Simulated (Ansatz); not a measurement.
# C2H8GeOS: one species, many functionals

The task here is to estimate one member of a computed series from the others.

Program: Ansatz 0.2.0, Gaussian basis. Level of theory: functionals in def2-TZVPP, the program's frozen cores in correlated methods. These are calculated values, not measurements.

Plan: PBE-D4, r2SCAN-D4, PBE0-D4, B3LYP-D4, ωB97X-V, ωB97M-V, B2PLYP; MP2/def2-TZVPP; MP2/def2-QZVPP.

1 further run of the same task is left out (it didn't finish).

## Structure used throughout

An earlier PBE0-D4 in a triple-zeta def2 set relaxation fixed the geometry.

SMILES `C[O][GeH]([CH3])[SH]`, 13 atoms, charge 0, spin multiplicity 1.

Atoms are counted from 1 here; the program's logs count them from 0.

Bond lengths: C1–O2 1.408 Å, C1–H6 1.098 Å, C1–H7 1.097 Å, C1–H8 1.092 Å, O2–Ge3 1.778 Å, Ge3–C4 1.934 Å, Ge3–S5 2.227 Å, Ge3–H9 1.542 Å, C4–H10 1.090 Å, C4–H11 1.091 Å, C4–H12 1.090 Å, S5–H13 1.343 Å. Angles: O2–C1–H6 112.0°, O2–C1–H7 111.9°, O2–C1–H8 108.0°, H6–C1–H7 108.3°, H6–C1–H8 108.2°, H7–C1–H8 108.4°, C1–O2–Ge3 119.2°, O2–Ge3–C4 104.5°, O2–Ge3–S5 110.1°, O2–Ge3–H9 109.3°, C4–Ge3–S5 112.8°, C4–Ge3–H9 116.0°, S5–Ge3–H9 104.2°, Ge3–C4–H10 109.4°, Ge3–C4–H11 109.5°, Ge3–C4–H12 110.2°, H10–C4–H11 108.9°, H10–C4–H12 109.2° and more.

Set-up of the first run:

File in.yaml:

```yaml
crystal:
  periodic: [false, false, false]
  atoms:
    - {symbol: C, position_ang: [0.124899, -0.819026, -2.071818]}
    - {symbol: O, position_ang: [-0.099043, -0.924727, -0.686257]}
    - {symbol: Ge, position_ang: [0.431575, 0.393000, 0.382214]}
    - {symbol: C, position_ang: [-0.079382, -0.187325, 2.154601]}
    - {symbol: S, position_ang: [-0.544679, 2.302983, -0.216029]}
    - {symbol: H, position_ang: [1.195278, -0.771087, -2.312339]}
    - {symbol: H, position_ang: [-0.363204, 0.065322, -2.498833]}
    - {symbol: H, position_ang: [-0.291957, -1.708507, -2.549907]}
    - {symbol: H, position_ang: [1.935634, 0.652652, 0.163920]}
    - {symbol: H, position_ang: [-1.158502, -0.339555, 2.189206]}
    - {symbol: H, position_ang: [0.417478, -1.129966, 2.387373]}
    - {symbol: H, position_ang: [0.200960, 0.563997, 2.892727]}
    - {symbol: H, position_ang: [-1.769046, 1.902229, 0.165151]}
basis:
  gaussian: {orbitals: def2-TZVPP}
hamiltonian: {xc: pbe, dispersion: d4}
output: {forces: true, orbitals: {seedname: orbitals}}
```

Started as:

```
ansatz run in.yaml --threads 2 --pin off --events-out ev --progress --plain --max-ram 22528MiB --backend cuda --devices 0, --max-vram 18GiB
```

Among the steps run: PBE-D4 (GGA); r2SCAN-D4 (meta-GGA); PBE0-D4 (hybrid); B3LYP-D4 (hybrid); ωB97X-V (range-separated); ωB97M-V (range-separated); B2PLYP (double hybrid).

One of the session's tables, all rows but one given; the rest of the session is left out.

| functional | HOMO (eV) | LUMO (eV) | gap (eV) |
| --- | --- | --- | --- |
| PBE-D4 | ? | ? | ? |
| r2SCAN-D4 | -6.43 | -0.14 | 6.28 |
| PBE0-D4 | -7.41 | 0.54 | 7.95 |
| B3LYP-D4 | -7.14 | 0.24 | 7.39 |
| ωB97X-V | -9.80 | 2.65 | 12.45 |
| ωB97M-V | -9.63 | 2.32 | 11.96 |

Q: Estimate the row for PBE-D4 from the others.

The run gave: HOMO (eV): -6.13; LUMO (eV): -0.45; gap (eV): 5.68. In the column «HOMO (eV)» it is the highest.
